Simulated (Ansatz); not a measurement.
# HfSnO4: the cost of one run

Code: Ansatz 0.2.0. PAW datasets, plane waves, zero pressure. The cell comes from a prototype generator: it can be a known phase or a hypothetical one. Spin polarisation is off.

## Step 1: Starting point

This is the cell as the run starts from it, not yet at rest; its lengths are not the crystal's.

The symmetry is Cmmm (No. 65, orthorhombic); a = 7.069 Å, b = 7.069 Å, c = 3.365 Å in the conventional setting, 14.01 Å³ an atom. Around Sn lie 6 O at 2.16–2.17 Å; around Hf lie 6 O at 2.16–2.17 Å; around O lie 1 Sn at 2.16 Å and 2 Hf at 2.17 Å; around O lie 1 Hf at 2.16 Å and 2 Sn at 2.17 Å.

As a file:

```cif
data_structure
_symmetry_space_group_name_H-M 'P 1'
_symmetry_Int_Tables_number 1
_cell_length_a 4.9987
_cell_length_b 4.9987
_cell_length_c 3.3650
_cell_angle_alpha 90.000
_cell_angle_beta 90.000
_cell_angle_gamma 90.000
_cell_volume 84.08
loop_
_atom_site_label
_atom_site_type_symbol
_atom_site_fract_x
_atom_site_fract_y
_atom_site_fract_z
_atom_site_occupancy
Sn1 Sn 0.50000 0.50000 0.50000 1
Hf1 Hf 0.00000 0.00000 0.00000 1
O1 O 0.19403 0.19403 0.50000 1
O2 O 0.80597 0.80597 0.50000 1
O3 O 0.69403 0.30597 0.00000 1
O4 O 0.30597 0.69403 0.00000 1
```

## Step 2: PBE: cell and atoms

The input, input.yaml:

```yaml
crystal:
  lattice:
    - [3.53463397, -3.53463397, 0.0]
    - [3.53463397, 3.53463397, 0.0]
    - [0.0, 0.0, 3.36495885]
  atoms:
    - { symbol: Sn, position: [0.5, 0.5, 0.5] }
    - { symbol: Hf, position: [0.0, 0.0, 0.0] }
    - { symbol: O, position: [0.1940277, 0.1940277, 0.5] }
    - { symbol: O, position: [0.8059723, 0.8059723, 0.5] }
    - { symbol: O, position: [0.6940277, 0.3059723, 0.0] }
    - { symbol: O, position: [0.3059723, 0.6940277, 0.0] }
kpoints:
  mp_grid: { grid: [6, 6, 8] }
hamiltonian:
  xc: pbe
scf:
  occupations: { method: fermi_dirac, width: 0.02 }
relax:
  f_tol: 0.005
  cell: {}
output:
  write_density: true
  write_potential: true
  elf: true
  volumetric_format: npy
```

On the command line:

```
$ ansatz run input.yaml --threads 2 --pin off --max-ram 18432MiB --backend cpu --events-out ev --progress --plain --runs-dir out
```

What time and memory should one allow on 2 threads of AMD EPYC 7R13 (Zen 3), shared host?

About 35 s, with a peak of 0.65 GiB.
